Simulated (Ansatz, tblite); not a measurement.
**The cluster Ga7Sb7+: rung by rung**

How do method and basis change the picture of the cluster Ga7Sb7+ (doublet)?

The runs use Ansatz 0.2.0, Gaussian basis; as each input shows.

Levels to be run: GFN1-xTB, GFN2-xTB, PBE-D4/def2-TZVP, r2SCAN-D4/def2-TZVP, B97M-V/def2-TZVP, PBE-D4/def2-SVP, PBE0-D4/def2-SVP, MP2/def2-SVP, RPA/def2-SVP.

4 further runs of the same task are left out: 4 set aside as unsound or not needed.

### 1 The structure

The geometry is that of the doublet, from an earlier relaxation (PBE-D4/def2-SVP, loosely relaxed). At that level it is the lowest of the isomers that a small search found.

14 atoms, charge 1, spin multiplicity 2.

Bond lengths: Ga1–Sb9 2.678 Å, Ga1–Sb10 2.676 Å, Ga1–Sb11 2.711 Å, Ga2–Sb8 2.607 Å, Ga2–Sb12 2.602 Å, Ga3–Ga4 2.792 Å, Ga3–Sb10 2.657 Å, Ga3–Sb13 2.812 Å, Ga3–Sb14 2.751 Å, Ga4–Sb11 2.587 Å, Ga4–Sb12 2.714 Å, Ga4–Sb13 2.802 Å, Ga5–Sb8 2.693 Å, Ga5–Sb9 2.699 Å, Ga5–Sb11 2.719 Å, Ga6–Sb8 2.667 Å, Ga6–Sb13 2.777 Å, Ga6–Sb14 2.606 Å and more. Angles: Sb9–Ga1–Sb10 110.3°, Sb9–Ga1–Sb11 107.2°, Sb10–Ga1–Sb11 129.9°, Sb8–Ga2–Sb12 160.8°, Ga4–Ga3–Sb10 108.6°, Ga4–Ga3–Sb13 60.0°, Ga4–Ga3–Sb14 125.6°, Sb10–Ga3–Sb13 167.6°, Sb10–Ga3–Sb14 102.6°, Sb13–Ga3–Sb14 88.9°, Ga3–Ga4–Sb11 115.7°, Ga3–Ga4–Sb12 124.5°, Ga3–Ga4–Sb13 60.3°, Sb11–Ga4–Sb12 119.3°, Sb11–Ga4–Sb13 162.2°, Sb12–Ga4–Sb13 65.0°, Sb8–Ga5–Sb9 117.6°, Sb8–Ga5–Sb11 135.8° and more.

Sb takes a core potential in the def2 sets. No spin-orbit coupling is included. The ion is computed in the gas phase, without counter-ions or solvent.

PBE0-D4/def2-TZVP was run before; its log isn't repeated, and its numbers join the tables.

### 2 GFN1-xTB

Tight binding, by tblite at 300 K electronic temperature and without a spin-polarisation term:

```python
tblite.interface.Calculator('GFN1-xTB', numbers, positions, charge=1, uhf=1).singlepoint()
```

Energy -723.5133 eV; 0.11 s.

### 3 GFN2-xTB

Tight binding, by tblite at 300 K electronic temperature and without a spin-polarisation term:

```python
tblite.interface.Calculator('GFN2-xTB', numbers, positions, charge=1, uhf=1).singlepoint()
```

Energy -643.8887 eV; 0.29 s.

### 4 PBE-D4/def2-TZVP

start.molden holds the orbitals of an earlier run on this state, given as this run's starting guess.

File in.yaml:

```yaml
crystal:
  periodic: [false, false, false]
  atoms:
    - {symbol: Ga, position_ang: [-2.962003, 1.118632, 0.878272]}
    - {symbol: Ga, position_ang: [1.161871, -2.581228, -0.470476]}
    - {symbol: Ga, position_ang: [0.460857, 1.697379, 1.615781]}
    - {symbol: Ga, position_ang: [-0.234565, -1.001657, 1.776534]}
    - {symbol: Ga, position_ang: [-1.696276, -0.716352, -1.091652]}
    - {symbol: Ga, position_ang: [1.426656, 0.377825, -1.048746]}
    - {symbol: Ga, position_ang: [-1.116544, 2.895812, -0.593076]}
    - {symbol: Sb, position_ang: [0.357002, -1.445679, -2.674990]}
    - {symbol: Sb, position_ang: [-3.069456, 1.505943, -1.769258]}
    - {symbol: Sb, position_ang: [-1.709579, 3.162422, 2.067486]}
    - {symbol: Sb, position_ang: [-2.714833, -1.549999, 1.287602]}
    - {symbol: Sb, position_ang: [1.542781, -3.032446, 2.063897]}
    - {symbol: Sb, position_ang: [2.453019, -0.279419, 1.446734]}
    - {symbol: Sb, position_ang: [1.576569, 2.935668, -0.572808]}
basis:
  gaussian: {orbitals: def2-TZVP, fitting: {mean_field: def2-universal-jkfit}, initial_orbitals: start.molden}
total_charge: 1
magnetization: {spin_polarized: true, initial_magnetization: 1}
hamiltonian: {xc: pbe, dispersion: d4}
scf: {omitted_lower_state_checks: [starts]}
output: {forces: true, orbitals: {seedname: orbitals}}
```

On the command line:

```bash
$ ansatz run in.yaml --threads 2 --pin off --events-out ev --progress --plain --max-ram 32768MiB --backend cuda --devices 0, --max-vram 18GiB
```

The runs that follow: r2SCAN-D4/def2-TZVP; B97M-V/def2-TZVP; PBE-D4/def2-SVP; PBE0-D4/def2-SVP; MP2/def2-SVP; RPA/def2-SVP.

Before running them: what should the planned runs give, taken together? Wanted: gap in def2-TZVP, named functionals, smallest and largest; correlation energy, MP2/def2-SVP; ⟨S²⟩ in def2-TZVP, named functionals, smallest and largest; PBE0 total energy, smallest basis above largest.

As calculated:

| quantity | value |
| --- | --- |
| gap in def2-TZVP, named functionals, smallest and largest | 0.26 eV (PBE-D4), 1.35 eV (PBE0-D4) |
| correlation energy, MP2/def2-SVP | -64.10 eV |
| ⟨S²⟩ in def2-TZVP, named functionals, smallest and largest | 0.755, 0.769 |
| PBE0 total energy, smallest basis above largest | 48.25 eV (def2-SVP, def2-TZVP) |

Orbital gaps of the named functionals in def2-TZVP span 0.26 eV (PBE-D4) to 1.35 eV (PBE0-D4); exact exchange widens it. Over the named functionals in def2-TZVP spin contamination reaches 0.02 (r2SCAN-D4), which is small.
